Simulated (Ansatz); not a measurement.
**CH4SeSi: single points off equilibrium**

An exercise on one series of results from a longer session: the logs are not shown, and one member is left open.

The runs use Ansatz 0.2.0, Gaussian basis; single points in def2-TZVPP.

Cores are frozen in the correlated methods. Filled d shells of the heavier atoms are correlated.

## Where the work starts

SMILES `[SiH3]C=[Se]`, 7 atoms, charge 0, spin multiplicity 1.

Atoms are counted from 1 here; the program's logs count them from 0.

Bond lengths: Si1–C2 1.908 Å, Si1–H4 1.474 Å, Si1–H5 1.435 Å, Si1–H6 1.482 Å, C2–Se3 1.743 Å, C2–H7 1.099 Å. Angles: C2–Si1–H4 105.8°, C2–Si1–H5 106.6°, C2–Si1–H6 109.2°, H4–Si1–H5 115.7°, H4–Si1–H6 106.8°, H5–Si1–H6 112.5°, Si1–C2–Se3 127.5°, Si1–C2–H7 119.4°, Se3–C2–H7 113.0°.

Geometry (Å):

```xyz
7

Si   -0.6323    0.5594   -0.2097
C     0.8015   -0.6621    0.0949
Se    1.6769   -0.9227    1.5791
H    -1.8224   -0.2738   -0.4575
H    -0.2276    1.4031   -1.2970
H    -0.8950    1.3227    1.0328
H     1.1467   -1.3053   -0.7269
```

The first run:

The input, run/in.yaml:

```yaml
crystal:
  periodic: [false, false, false]
  atoms:
    - {symbol: Si, position_ang: [-0.632300, 0.559400, -0.209700]}
    - {symbol: C, position_ang: [0.801500, -0.662100, 0.094900]}
    - {symbol: Se, position_ang: [1.676900, -0.922700, 1.579100]}
    - {symbol: H, position_ang: [-1.822400, -0.273800, -0.457500]}
    - {symbol: H, position_ang: [-0.227600, 1.403100, -1.297000]}
    - {symbol: H, position_ang: [-0.895000, 1.322700, 1.032800]}
    - {symbol: H, position_ang: [1.146700, -1.305300, -0.726900]}
basis:
  gaussian: {orbitals: def2-TZVPP}
correlation: {method: ccsd_t}
output: {forces: true}
```

No record of the launch command was kept for these runs.

Among the steps run: CCSD(T)/def2-TZVPP; PBE0-D4/def2-TZVPP; wB97M-V/def2-TZVPP; r2SCAN-D4/def2-TZVPP; PBE-D4/def2-TZVPP; wB97X-V/def2-TZVPP; SPW92/def2-TZVPP.

One of the session's tables, all rows but one given; the rest of the session is left out.

| method | RMS force component (eV/Å) | angle to CCSD(T) forces (°) | dipole (D) |
| --- | --- | --- | --- |
| CCSD(T) | 0.556 | reference | 1.62 |
| PBE0-D4 | ? | ? | ? |
| wB97M-V | 0.449 | 24.6 | 1.68 |
| r2SCAN-D4 | 0.525 | 12.5 | 1.79 |
| PBE-D4 | 0.581 | 14.2 | 1.60 |
| wB97X-V | 0.461 | 28.8 | 1.76 |
| SPW92 | 0.554 | 30.1 | 1.64 |

Estimate the missing values for PBE0-D4.

The run gave: RMS force component (eV/Å): 0.498; angle to CCSD(T) forces (°): 20.5; dipole (D): 1.71. In the column «RMS force component (eV/Å)» it lies between wB97X-V (0.461) and r2SCAN-D4 (0.525).
